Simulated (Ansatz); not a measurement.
# C3H2F4: up Jacob's ladder to CCSD(T)

An exercise on one series of results from a longer session: the logs are not shown, and one member is left open.

Method: functionals in def2-TZVPP, the program's frozen cores in correlated methods; program: Ansatz 0.2.0, Gaussian basis.

Levels to be run: LDA (SPW92), PBE-D4, revPBE-D4, BLYP-D4, r2SCAN-D4, B97M-V, PBE0-D4, B3LYP-D4, r2SCANh-D4, r2SCAN0-D4, HSE06-D4, BHLYP-D4, CAM-B3LYP-D4, LC-ωPBE, ωB97X-V, ωB97M-V, B2PLYP, PBE-QIDH; CCSD(T)/def2-SVP; CCSD(T)/def2-TZVPP; MP2/def2-QZVPP; extrapolation to the limit; RPA on PBE.

## Structure used throughout

An earlier PBE0-D4 in a triple-zeta def2 set relaxation fixed the geometry.

SMILES `F[C@H]1[C@H](F)C1(F)F`, 9 atoms, charge 0, spin multiplicity 1.

Atoms are counted from 1 here; the program's logs count them from 0.

Bond lengths: F1–C2 1.348 Å, C2–C3 1.508 Å, C2–C5 1.492 Å, C2–H8 1.087 Å, C3–F4 1.348 Å, C3–C5 1.492 Å, C3–H9 1.087 Å, C5–F6 1.332 Å, C5–F7 1.332 Å. Angles: F1–C2–C3 119.1°, F1–C2–C5 121.1°, F1–C2–H8 114.5°, C3–C2–C5 59.6°, C3–C2–H8 116.5°, C5–C2–H8 115.4°, C2–C3–F4 119.1°, C2–C3–C5 59.6°, C2–C3–H9 116.5°, F4–C3–C5 121.1°, F4–C3–H9 114.5°, C5–C3–H9 115.4°, C2–C5–C3 60.7°, C2–C5–F6 120.3°, C2–C5–F7 117.9°, C3–C5–F6 117.9°, C3–C5–F7 120.3°, F6–C5–F7 111.4°.

Coordinates:

```xyz
9

F    -0.9032   -0.4722    1.7003
C     0.0466   -0.4636    0.7433
C    -0.3713   -0.3664   -0.7027
F     0.2512   -1.1369   -1.6175
C     0.3354    0.7699   -0.0439
F    -0.3541    1.8871    0.1805
F     1.6058    1.0354   -0.3432
H     0.9078   -1.0906    0.9585
H    -1.4297   -0.2089   -0.8925
```

The first run:

Contents of in.yaml:

```yaml
crystal:
  periodic: [false, false, false]
  atoms:
    - {symbol: F, position_ang: [-0.903172, -0.472181, 1.700329]}
    - {symbol: C, position_ang: [0.046581, -0.463634, 0.743301]}
    - {symbol: C, position_ang: [-0.371318, -0.366409, -0.702701]}
    - {symbol: F, position_ang: [0.251171, -1.136851, -1.617542]}
    - {symbol: C, position_ang: [0.335429, 0.769945, -0.043883]}
    - {symbol: F, position_ang: [-0.354104, 1.887090, 0.180532]}
    - {symbol: F, position_ang: [1.605784, 1.035389, -0.343171]}
    - {symbol: H, position_ang: [0.907766, -1.090626, 0.958496]}
    - {symbol: H, position_ang: [-1.429736, -0.208924, -0.892461]}
basis:
  gaussian: {orbitals: def2-TZVPP}
hamiltonian: {xc: lda}
output: {orbitals: {seedname: orbitals}}
```

Run with:

```sh
$ ansatz run in.yaml --threads 4 --pin off --events-out ev --progress --plain --max-ram 10444MiB
```

Among the steps run: LDA; PBE-D4 (GGA); revPBE-D4 (GGA); BLYP-D4 (GGA); r2SCAN-D4 (meta-GGA); B97M-V (meta-GGA); PBE0-D4 (hybrid); B3LYP-D4 (hybrid); r2SCANh-D4 (hybrid); r2SCAN0-D4 (hybrid); HSE06-D4 (hybrid); BHLYP-D4 (hybrid); CAM-B3LYP-D4 (range-separated); LC-ωPBE (range-separated); ωB97X-V (range-separated); ωB97M-V (range-separated); B2PLYP (double hybrid); PBE-QIDH (double hybrid).

One of the session's tables, all rows but one given; the rest of the session is left out.

It belongs to the step «Frontier levels by functional». 

| functional | HOMO (eV) | gap (eV) |
| --- | --- | --- |
| LDA (SPW92) | -7.30 | 6.01 |
| PBE-D4 | -7.08 | 6.12 |
| revPBE-D4 | -7.00 | 6.15 |
| BLYP-D4 | -7.05 | 6.22 |
| r2SCAN-D4 | -7.41 | 6.82 |
| B97M-V | -7.55 | 7.00 |
| PBE0-D4 | ? | ? |
| B3LYP-D4 | -8.53 | 8.43 |
| r2SCANh-D4 | -8.03 | 7.84 |
| r2SCAN0-D4 | -8.95 | 9.36 |
| HSE06-D4 | -8.32 | 8.11 |
| BHLYP-D4 | -10.35 | 11.67 |
| CAM-B3LYP-D4 | -10.26 | 11.55 |
| LC-ωPBE | -11.53 | 14.10 |
| ωB97X-V | -11.17 | 13.65 |
| ωB97M-V | -11.08 | 13.33 |

Estimate the missing values for PBE0-D4.

As computed: HOMO (eV): -8.73; gap (eV): 8.90. In the column «HOMO (eV)» it lies between r2SCAN0-D4 (-8.95) and B3LYP-D4 (-8.53).
